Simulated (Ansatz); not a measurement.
# Ge2NH7: one species, many methods

How much do the methods differ for Ge2NH7? The plan is to run it at one geometry with functionals of several rungs and with coupled cluster. The yardstick is the atomisation energy at the CCSD(T) limit.

Program: Ansatz 0.2.0, Gaussian basis. Level of theory: functionals in def2-TZVPP, the program's frozen cores in correlated methods. These are calculated values, not measurements.

Levels to be run: LDA (SPW92), PBE-D4, revPBE-D4, BLYP-D4, r2SCAN-D4, B97M-V, PBE0-D4, B3LYP-D4, r2SCANh-D4, r2SCAN0-D4, HSE06-D4, BHLYP-D4, CAM-B3LYP-D4, LC-ωPBE, ωB97X-V, ωB97M-V, B2PLYP, PBE-QIDH; CCSD(T)/def2-SVP; CCSD(T)/def2-TZVPP; MP2/def2-QZVPP; extrapolation to the limit; RPA on PBE.

## Step 1: Structure used throughout

The geometry comes from an earlier relaxation with PBE0-D4 in a triple-zeta def2 set; it is a stationary point, not always the lowest conformer.

SMILES `[GeH3][NH][GeH3]`, 10 atoms, charge 0, spin multiplicity 1.

Atoms are counted from 1 here; the program's logs count them from 0.

Bond lengths: Ge1–N2 1.837 Å, Ge1–H4 1.546 Å, Ge1–H5 1.538 Å, Ge1–H6 1.536 Å, N2–Ge3 1.837 Å, N2–H7 1.010 Å, Ge3–H8 1.546 Å, Ge3–H9 1.536 Å, Ge3–H10 1.538 Å. Angles: N2–Ge1–H4 113.1°, N2–Ge1–H5 108.1°, N2–Ge1–H6 106.5°, H4–Ge1–H5 108.8°, H4–Ge1–H6 109.1°, H5–Ge1–H6 111.2°, Ge1–N2–Ge3 123.9°, Ge1–N2–H7 113.9°, Ge3–N2–H7 113.9°, N2–Ge3–H8 113.1°, N2–Ge3–H9 106.5°, N2–Ge3–H10 108.1°, H8–Ge3–H9 109.1°, H8–Ge3–H10 108.8°, H9–Ge3–H10 111.2°.

## Step 2: LDA

This LDA is Slater exchange with PW92 correlation.

in.yaml reads:

```yaml
crystal:
  periodic: [false, false, false]
  atoms:
    - {symbol: Ge, position_ang: [-1.136728, 0.838356, -0.787891]}
    - {symbol: N, position_ang: [0.497372, 0.029752, -0.565303]}
    - {symbol: Ge, position_ang: [1.037822, -0.779230, 0.992633]}
    - {symbol: H, position_ang: [-2.294926, -0.171722, -0.957476]}
    - {symbol: H, position_ang: [-1.064198, 1.726154, -2.041662]}
    - {symbol: H, position_ang: [-1.384191, 1.678302, 0.474578]}
    - {symbol: H, position_ang: [0.850063, -0.415708, -1.400738]}
    - {symbol: H, position_ang: [0.370538, -2.154467, 1.224777]}
    - {symbol: H, position_ang: [0.644969, 0.168620, 2.136232]}
    - {symbol: H, position_ang: [2.562379, -0.971358, 0.927850]}
basis:
  gaussian: {orbitals: def2-TZVPP}
hamiltonian: {xc: lda}
output: {orbitals: {seedname: orbitals}}
```

The runs that follow: PBE-D4 (GGA); revPBE-D4 (GGA); BLYP-D4 (GGA); r2SCAN-D4 (meta-GGA); B97M-V (meta-GGA); PBE0-D4 (hybrid); B3LYP-D4 (hybrid); r2SCANh-D4 (hybrid); r2SCAN0-D4 (hybrid); HSE06-D4 (hybrid); BHLYP-D4 (hybrid); CAM-B3LYP-D4 (range-separated); LC-ωPBE-D4 (range-separated); ωB97X-V (range-separated); ωB97M-V (range-separated); B2PLYP (double hybrid); PBE-QIDH (double hybrid); CCSD(T) in def2-SVP; CCSD(T) in def2-TZVPP; MP2 in def2-QZVPP; RPA on PBE orbitals.

**Question.** What will the summary of the whole plan be? Wanted: atomisation energy, CCSD(T)/CBS; farthest beyond LDA; mean size of error, GGA; mean size of error, meta-GGA; mean size of error, hybrid; mean size of error, range-separated; mean size of error, double hybrid; gap, smallest and largest; T1 diagnostic.

The runs gave:

```
                               quantity                                      value
        atomisation energy, CCSD(T)/CBS                             668.2 kcal/mol
functionals within 6.7 kcal/mol (1.0 %)              B97M-V, CAM-B3LYP-D4, ωB97X-V
                    farthest beyond LDA                 revPBE-D4 (-23.7 kcal/mol)
                mean size of error, GGA                              15.8 kcal/mol
           mean size of error, meta-GGA                               5.9 kcal/mol
             mean size of error, hybrid                              13.7 kcal/mol
    mean size of error, range-separated                               6.6 kcal/mol
      mean size of error, double hybrid                              13.9 kcal/mol
              gap, smallest and largest  4.80 eV (LDA (SPW92)), 12.04 eV (LC-ωPBE)
                          T1 diagnostic                                     0.0114
triples share of the correlation energy                                      3.4 %
```

What this shows: LDA overbinds by 80.4 kcal/mol (12 %). PBE-D4 is off by -10.5 kcal/mol. Double hybrids carry the basis error of their MP2 part in triple zeta, and no dispersion term here, so their miss is partly the set-up's. The rungs meta-GGA, range-separated miss on average by less than the doubt on the reference (6.7 kcal/mol), so they tie. Misses under about 6.7 kcal/mol are within the doubt on the reference itself, which lacks core-valence correlation, relativity and higher excitations, and its outer-core shells are covered unevenly. Hartree-Fock recovers 70 % of the binding; the rest is correlation. CCSD(T) in def2-SVP is off by -48.6 kcal/mol, worse than the median functional, from the basis alone. Orbital gaps span 4.8 to 12.0 eV; exact exchange widens them. Correlated methods include outer-core shells of Ge, which these sets cover unevenly.
